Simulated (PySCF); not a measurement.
**RbNa at other levels of theory**

What do other methods print for RbNa?

Computed with PySCF 2.14.0. Level: each script names its method and basis.

5 further runs of the same task are left out: 1 for a known fault of the program, 4 that didn't finish.

## 1. The starting structure

RbNa: 2 atoms, charge 0, spin multiplicity 1.

Bond lengths: Rb1–Na2 3.272 Å.

## 2. The base run

input.py

```python
from pyscf import gto, scf, mcscf

mol = gto.M(
    atom='Rb 0 0 0; Na 0 0 3.272',
    basis='crenbl',
    ecp={'Rb': 'crenbl', 'Na': 'crenbl'},
    charge=0,
    spin=0,
    verbose=3,
)
mf = scf.RHF(mol)
mf.kernel()
mc = mcscf.CASSCF(mf, 6, 8)
mc.kernel()
mc.analyze()
mf.dip_moment()
print('orbital energies (hartree):', mf.mo_energy[..., max(0, mol.nelec[1]-3):mol.nelec[0]+3].round(4))
```

Launch:

```sh
$ OMP_NUM_THREADS=1 python input.py
```

The log of this run is left out.

In short: E(SCF) = -71.221284 Eh, E(CAS) − E(SCF) = -0.01147 Eh, μ = 4.18 D (of the SCF density).

The bond length is a typed value, not an optimised one.

## 3. MP2

Run 1 changes step after the SCF: casscf → mp2.

input.py

```python
from pyscf import gto, scf, mp

mol = gto.M(
    atom='Rb 0 0 0; Na 0 0 3.272',
    basis='crenbl',
    ecp={'Rb': 'crenbl', 'Na': 'crenbl'},
    charge=0,
    spin=0,
    verbose=3,
)
mf = scf.RHF(mol)
mf.kernel()
mp.MP2(mf).kernel()
mf.dip_moment()
print('orbital energies (hartree):', mf.mo_energy[..., max(0, mol.nelec[1]-3):mol.nelec[0]+3].round(4))
```

Launch:

```sh
$ OMP_NUM_THREADS=1 python input.py
```

## 4. Population analysis

Run 2 changes step after the SCF: casscf → analyze.

input.py, as its differences from that of step 2:

```diff
@@ -1,2 +1,2 @@
-from pyscf import gto, scf, mcscf
+from pyscf import gto, scf
 
@@ -12,5 +12,3 @@
 mf.kernel()
-mc = mcscf.CASSCF(mf, 6, 8)
-mc.kernel()
-mc.analyze()
+mf.mulliken_pop()
 mf.dip_moment()
```

## 5. Active space 8 electrons in 8 orbitals

Run 3 changes active space: 8 electrons in 6 orbitals → 8 electrons in 8 orbitals.

input.py, as its differences from that of step 2:

```diff
@@ -12,3 +12,3 @@
 mf.kernel()
-mc = mcscf.CASSCF(mf, 6, 8)
+mc = mcscf.CASSCF(mf, 8, 8)
 mc.kernel()
```

What does the calculation give? Wanted: for each run, E(SCF); from base; SCF dipole; after the SCF.

The runs gave:

```csv
run,E(SCF) (hartree),from base (eV),SCF dipole (D),after the SCF
base,-71.221284,0,4.18,CASSCF correlation -0.312 eV
MP2,-71.221284,0.0000,4.18,MP2 correlation -4.183 eV
population analysis,-71.221284,0.0000,4.18,n/a
active space 8 electrons in 8 orbitals,-71.221284,0.0000,4.18,CASSCF correlation -0.709 eV
```

In words: Total energies from different bases, Hamiltonians or methods carry different errors, so properties are taken as differences within one set-up.
